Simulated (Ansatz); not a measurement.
**U-r2SCAN/def2-SVP run of C2H5AlF (SMILES [CH2][Al]([CH3])[F])**

Aim: the energy change on altering one bond length of C2H5AlF at U-r2SCAN/def2-SVP, from 2 runs. 

The calculation is run with Ansatz 0.2.0.

55 further runs of the same task are left out: 1 that didn't finish, 54 set aside as unsound or not needed.

## 1. The structure to begin with

C2H5AlF: 9 atoms, total charge 0, spin state doublet. SMILES: `[CH2][Al]([CH3])[F]`. The shape is that of a PBE0-D4/def2-TZVP optimisation. This is one conformer, not always the lowest.

Bond lengths: C1–Al2 1.918 Å, Al2–C3 1.939 Å, Al2–F4 1.657 Å, C1–H5 1.088 Å, C1–H6 1.089 Å, C3–H7 1.094 Å, C3–H8 1.094 Å, C3–H9 1.093 Å. Some angles: C1–Al2–C3 125.9°, C1–Al2–F4 116.2°, C3–Al2–F4 117.9°, Al2–C1–H5 124.0°, Al2–C1–H6 123.9°, Al2–C3–H7 111.0°, Al2–C3–H8 110.9°, Al2–C3–H9 112.4°, H5–C1–H6 112.2°, H7–C3–H8 106.5°.

## 2. A single-point energy at U-r2SCAN/def2-SVP

The input, run.yaml:

```yaml
crystal:
  periodic: [false, false, false]
  atoms:
    - {symbol: C, position_ang: [-0.686400, 1.587500, -0.820000]}
    - {symbol: Al, position_ang: [-0.112800, -0.228700, -0.596500]}
    - {symbol: C, position_ang: [0.607100, -1.002300, 1.029300]}
    - {symbol: F, position_ang: [-0.253200, -1.209400, -1.924700]}
    - {symbol: H, position_ang: [-1.086800, 1.989200, -1.748800]}
    - {symbol: H, position_ang: [-0.649000, 2.336800, -0.031000]}
    - {symbol: H, position_ang: [-0.009300, -1.839800, 1.370600]}
    - {symbol: H, position_ang: [1.611200, -1.403400, 0.860100]}
    - {symbol: H, position_ang: [0.667900, -0.276300, 1.843700]}
basis:
  gaussian: {orbitals: def2-SVP}
magnetization: {spin_polarized: true, initial_magnetization: 1}
hamiltonian: {xc: {name: r2SCAN}}
accuracy: high
output: {orbitals: {seedname: orbitals}}
```

On the command line:

```console
$ ansatz run run.yaml --threads 1 --pin off --max-ram 3480MiB --events-out events.jsonl --progress --plain --runs-dir runs
```

Log:

```text
Warning: RAYON_NUM_THREADS=1 ignored (pool sized by the plan → 1); use --threads N
Functional definition: r2SCAN
  name "r2SCAN"
  parameter k0 = 0.174
  parameter k1 = 0.065
  parameter a1 = 4.9479
  exchange = r2scan_x(k0 = k0, k1 = k1, a1 = a1)
  correlation = r2scan_c
1920 factors; integrals over basis functions are off by at most 7.2e-9 eV
mean field evaluation 1: about -11450.6413 eV, gradient 4.8e1 eV
mean field evaluation 2: about -11442.3332 eV, gradient 6.4e1 eV
mean field evaluation 4: about -11461.0968 eV, gradient 3.1e0 eV
mean field evaluation 8: about -11461.1378 eV, gradient 2.3e-1 eV
mean field evaluation 16: about -11461.1381 eV, gradient 6.4e-5 eV
mean field -11461.13811351 eV, -421.1890570332 hartree, gradient 9.8e-8 eV, S^2 0.754543; 0 other end points of the search recorded, 0 dependent functions left out
reference -11461.13811656 eV, -421.1890571451 hartree; 20, 19 occupied and 65, 66 virtual orbitals, 1920 factors
Total energy: -11461.13811656 eV, -421.1890571451 hartree
```

It took 21 s on 1 thread of Arm Neoverse V1, shared host; peak memory 0.43 GiB.

## 3. The distorted shape at the same level

The input, molecule.yaml:

```yaml
crystal:
  periodic: [false, false, false]
  atoms:
    - {symbol: C, position_ang: [-0.665343, 1.734585, -0.620796]}
    - {symbol: Al, position_ang: [-0.091743, -0.081615, -0.397296]}
    - {symbol: C, position_ang: [0.628157, -0.855215, 1.228504]}
    - {symbol: F, position_ang: [-0.253200, -1.209400, -1.924700]}
    - {symbol: H, position_ang: [-1.065743, 2.136285, -1.549596]}
    - {symbol: H, position_ang: [-0.627943, 2.483885, 0.168204]}
    - {symbol: H, position_ang: [0.011757, -1.692715, 1.569804]}
    - {symbol: H, position_ang: [1.632257, -1.256315, 1.059304]}
    - {symbol: H, position_ang: [0.688957, -0.129215, 2.042904]}
basis:
  gaussian: {orbitals: def2-SVP}
magnetization: {spin_polarized: true, initial_magnetization: 1}
hamiltonian: {xc: {name: r2SCAN}}
accuracy: high
output: {orbitals: {seedname: orbitals}}
```

On the command line:

```console
$ ansatz run molecule.yaml --threads 1 --pin off --max-ram 3480MiB --events-out events.jsonl --progress --plain --runs-dir runs
```

Log:

```text
Warning: RAYON_NUM_THREADS=1 ignored (pool sized by the plan → 1); use --threads N
Functional definition: r2SCAN
  name "r2SCAN"
  parameter k0 = 0.174
  parameter k1 = 0.065
  parameter a1 = 4.9479
  exchange = r2scan_x(k0 = k0, k1 = k1, a1 = a1)
  correlation = r2scan_c
1912 factors; integrals over basis functions are off by at most 5.6e-9 eV
mean field evaluation 1: about -11449.8737 eV, gradient 4.8e1 eV
mean field evaluation 2: about -11435.9613 eV, gradient 7.5e1 eV
mean field evaluation 4: about -11460.5790 eV, gradient 2.5e0 eV
mean field evaluation 8: about -11460.6100 eV, gradient 3.0e-1 eV
mean field evaluation 16: about -11460.6105 eV, gradient 9.1e-5 eV
mean field -11460.61053790 eV, -421.1696689868 hartree, gradient 3.7e-8 eV, S^2 0.754584; 0 other end points of the search recorded, 0 dependent functions left out
reference -11460.61054083 eV, -421.1696690947 hartree; 20, 19 occupied and 65, 66 virtual orbitals, 1912 factors
Total energy: -11460.61054083 eV, -421.1696690947 hartree
```

Wall time 22 s (1 thread of Arm Neoverse V1, shared host); peak memory 0.43 GiB.

## 4. What came out

At U-r2SCAN/def2-SVP:

```
                                                          quantity          value
                                         first shape: total energy  -421.18906 Eh
                   first shape: HOMO energy (highest over α and β)       -6.35 eV
                    first shape: LUMO energy (lowest over α and β)       -3.24 eV
                                                 first shape: ⟨S²⟩          0.755
                                     distorted shape: total energy  -421.16967 Eh
               distorted shape: HOMO energy (highest over α and β)       -6.58 eV
                distorted shape: LUMO energy (lowest over α and β)       -3.51 eV
                                             distorted shape: ⟨S²⟩          0.755
energy change with the Al2–F4 bond stretched from 1.657 to 1.906 Å       0.528 eV
```

**Reading.** With the Al2–F4 bond stretched from 1.657 to 1.906 Å the energy rises by 0.53 eV (12.2 kcal/mol). The first shape isn't relaxed at this level, so the change isn't measured from a minimum.
